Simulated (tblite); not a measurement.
# C10H14O3S: the cost of one run

Computed with tblite 0.8.0 (tight binding) and PySCF 2.14.0 (DFT, with response routines of our own); each step states its level. Atoms count from 0 throughout.

### 1 The starting structure

28 atoms, charge 0, multiplicity 1; geometry from: MMFF94s geometry.

Bonds of the start (Å): C0–C1 1.49, C0–H14 1.10, C0–H15 1.10, C0–H16 1.10, C10–H20 1.09, C10–H21 1.09, C10–H22 1.11, C11–H23 1.09, C11–H24 1.10, C11–H25 1.09, C12–C13 1.39, C12–H26 1.08, C13–H27 1.09, C1–C13 1.41, C1–C2 1.40, C2–C3 1.39, C2–H17 1.09, C3–C4 1.41, C3–H18 1.08, C4–C12 1.40, C4–S5 1.77, C9–C10 1.52, C9–C11 1.52, C9–H19 1.10 and more.

### 2 GFN2-xTB relaxation, conformer 1

The job: settings as JSON, then the geometry in Å.

```
{"job": {"xc": "GFN2-xTB", "basis": "xTB", "kind": "relax"}, "charge": 0, "multiplicity": 1}
C     -4.893000    -0.693900    -0.317600
C     -3.456800    -0.392100    -0.071900
C     -2.756500     0.520700    -0.862900
C     -1.427600     0.832100    -0.620600
C     -0.777500     0.206300     0.467400
S      0.927900     0.592100     0.760000
O      1.431300    -0.363800     1.724200
O      0.998700     2.022400     1.023600
O      1.642100     0.293100    -0.675400
C      3.047000     0.224000    -0.820300
C      3.579700    -1.140000    -0.400100
C      3.801000     1.369900    -0.160900
C     -1.454400    -0.698900     1.289400
C     -2.784100    -0.996400     1.015500
H     -5.139500    -0.595500    -1.380900
H     -5.154700    -1.711300     0.000600
H     -5.528100     0.013100     0.245600
H     -3.274800     1.008400    -1.695000
H     -0.903900     1.543800    -1.235400
H      3.229300     0.312100    -1.898100
H      4.619500    -1.260100    -0.710900
H      2.980300    -1.938500    -0.836000
H      3.555300    -1.258700     0.699800
H      3.732700     1.316600     0.928400
H      3.389200     2.341600    -0.468700
H      4.855300     1.349400    -0.428900
H     -0.945300    -1.172600     2.118900
H     -3.314000    -1.696300     1.667100
```

Launch:

```bash
$ OMP_NUM_THREADS=1 python ens_run.py task.json out
```

This one command runs the whole study; its stages follow in the order run.

**Question.** How long does this first job take on 1 thread of Arm Neoverse V2, shared host?

About 2.3 s.
